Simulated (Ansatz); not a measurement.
# Ga: the cost of one run

Computed with Ansatz 0.2.0 (DFT r2SCAN, scalar-relativistic, plane waves, PAW).

### 1 The system as given

It takes space group Pm-3m (No. 221, cubic). The conventional cell has a = 2.716 Å, b = 2.716 Å, c = 2.716 Å, α = 90.00°, β = 90.00°, γ = 90.00°. Ga (site symmetry m-3m) has 6 Ga at 2.72 Å as nearest neighbours.

Coordinates:

```xyz
1
Lattice="2.7165 0.0000 0.0000 0.0000 2.7165 0.0000 0.0000 0.0000 2.7165" Properties=species:S:1:pos:R:3 pbc="T T T"
Ga    0.0000    0.0000    0.0000
```

It is the end of an earlier relaxation with the same method, from an invented guess; it needn't be the stable form of this composition. At a tolerance of 0.05 Å it has space group Pm-3m (No. 221); it has 20.05 Å³/atom, an uncorrected energy of +0.08 eV/atom over the standard state and, on its mesh, gap none (metal).

### 2 Level of theory: r2SCAN

input.yaml reads:

```yaml
crystal:
  lattice:
    - [2.7164843, 0.0, 0.0]
    - [0.0, 2.7164843, 0.0]
    - [0.0, 0.0, 2.7164843]
  atoms:
    - { symbol: Ga, position: [0.0, 0.0, 0.0] }
basis:
  ecutwfc: 500
kpoints:
  mp_grid: { grid: [20, 20, 20] }
  band_path:
    path:
      - [[0.0, 0.0, 0.0], [0.0, 0.5, 0.0], [0.5, 0.5, 0.0], [0.0, 0.0, 0.0], [0.5, 0.5, 0.5], [0.0, 0.5, 0.0]]
      - [[0.5, 0.5, 0.5], [0.5, 0.5, 0.0]]
    npoints: 14
hamiltonian:
  xc: r2scan
scf:
  occupations: { method: gaussian, width: 0.1 }
  n_extra_bands: 6
output:
  forces: true
  stress: true
  eigenvalues: true
  populations: true
  dos: { projected: true, de: 0.02, nscf_kmesh: { grid: [24, 24, 24] } }
  bader: true
  write_density: true
  write_potential: true
  elf: true
  volumetric_format: npy
```

Run with:

```
ansatz run input.yaml --threads 1 --pin off --max-ram 3072MiB --backend cpu --events-out ev --progress --plain --runs-dir out
```

What time and memory should one allow on 1 thread of Arm Neoverse V2, shared host?

About 18 s, with a peak of 0.46 GiB.
